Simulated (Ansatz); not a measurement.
This was printed by a script on Ansatz 0.2.0, Python API, for a band structure of Ti, space group P6/mmm. What did the script look like? Settings: LDA, PAW, the default cutoff (420 eV here), 7×7×9 k-points, cold smearing of 0.15 eV.

The script reads `POSCAR_ti`:
```text
Ti
1.0
   4.60000000    0.00000000    0.00000000
  -2.30000000    3.98371686    0.00000000
   0.00000000    0.00000000    2.82000000
Ti
3
Direct
   0.00000000    0.00000000    0.00000000
   0.33333333    0.66666667    0.50000000
   0.66666667    0.33333333    0.50000000
```

```console
$ python ti.py
DeckWarning: basis.ecutwfc = 420 eV, auto-derived from the records' recommended cutoffs: set by Ti (normal level)
F = E - TS                -7350.84916 eV
E                         -7350.84855 eV
Harris-Foulkes            -7350.84916 eV
Fermi level                  13.06065 eV
{'site': 1, 'element': 'Ti', 'v_zz_1e21_v_m2': -2.0044, 'eta': 0.0, 'by_run_symmetry': 'allowed', 'electrostatic_potential_v': -2530.9661}
{'site': 2, 'element': 'Ti', 'v_zz_1e21_v_m2': -1.1791, 'eta': 0.0, 'by_run_symmetry': 'allowed', 'electrostatic_potential_v': -2531.1956}
{'site': 3, 'element': 'Ti', 'v_zz_1e21_v_m2': -1.1791, 'eta': 0.0, 'by_run_symmetry': 'allowed', 'electrostatic_potential_v': -2531.1956}
zero of the bands: 13.061 eV, the Fermi level found on the SCF mesh
band 17: -1.580 to -0.304 eV
band 18: -1.580 to 0.185 eV
band 19: -0.079 to 1.178 eV
band 20: 0.214 to 1.178 eV
```
(Warnings from the package without file and line.)

One script that gives this output:

The script, `ti.py`:
```python
import ansatz as az
from ase.io import read
import matplotlib.pyplot as plt
import numpy as np

atoms = read("POSCAR_ti", format="vasp")
ti = az.Crystal.from_ase(atoms)

path = [
    ("G", (0.0, 0.0, 0.0)),
    ("M", (0.5, 0.0, 0.0)),
    ("K", (0.33333, 0.33333, 0.0)),
    ("G", (0.0, 0.0, 0.0)),
    ("A", (0.0, 0.0, 0.5)),
    ("L", (0.5, 0.0, 0.5)),
]
job = ti.calculation()
job = job.functional(az.Functional.LDA).pseudopotentials("paw")
job = job.kpoints(length=26)
job = job.occupations("Marzari-Vanderbilt", width=0.15)
job = job.band_structure([point for _, point in path], intervals=8).scf(extra_bands=10)
job = job.electric_field_gradient()
result = job.run()
data = result.report

print("%-22s %14.5f eV" % ("F = E - TS", data["free_energy_ev"]))
print("%-22s %14.5f eV" % ("E", data["internal_energy_ev"]))
print("%-22s %14.5f eV" % ("Harris-Foulkes", data["harris_foulkes_ev"]))
print("%-22s %14.5f eV" % ("Fermi level", data["fermi_energy_ev"]))

for row in data["efg"]:
    print({k: round(v, 4) if isinstance(v, float) else v for k, v in row.items() if not isinstance(v, (list, dict))})

bands = result.band_structure()
fermi = bands.fermi_energy_ev
print(f"zero of the bands: {fermi:.3f} eV, the Fermi level found on the SCF mesh")
reciprocal = 2 * np.pi * np.linalg.inv(result.lattice.cell_ang).T
steps = np.linalg.norm(np.diff(bands.kpoints_frac @ reciprocal, axis=0), axis=1)
distance = np.concatenate([[0], np.cumsum(steps)])
fig, ax = plt.subplots(figsize=(5, 4))
for channel, colour in zip(bands.channels, ("C0", "C3")):
    ax.plot(distance, channel.eigenvalues_ev - fermi, colour, lw=1)
ax.set_xticks(distance[::8], [label for label, _ in path])
ax.set(ylim=(-8, 8), ylabel="E - E_F (eV)", xlim=(0, distance[-1]))
ax.grid(axis="x")
fig.savefig("bands.png", dpi=100)
first = bands.channels[0].eigenvalues_ev - fermi
near = np.argsort(np.abs(first.mean(axis=0)))[:4]
for band in sorted(near):
    print(f"band {band + 1}: {first[:, band].min():.3f} to {first[:, band].max():.3f} eV")
```

Caveats:
- Total energies depend on the potentials; only differences at equal settings carry meaning. A total without «per atom» is that of the cell as typed.
- The computed bands are complete only to about 3.2 eV above the Fermi level.
- The mesh is modest for a metal, so energies can be off by several to tens of meV an atom and pressures by half a GPa or more; differences at equal mesh fare better.
- An absolute Fermi energy rests on an arbitrary zero of the periodic potential and has no direct meaning.
- This isn't the structure that Ti takes at ambient conditions.
- Gaps and levels are Kohn-Sham values on a finite set of k-points.
- The whole script took 4 s on 1 thread of Intel(R) Xeon(R) Processor @ 2.30GHz, on a shared host, peak memory 0.63 GiB.
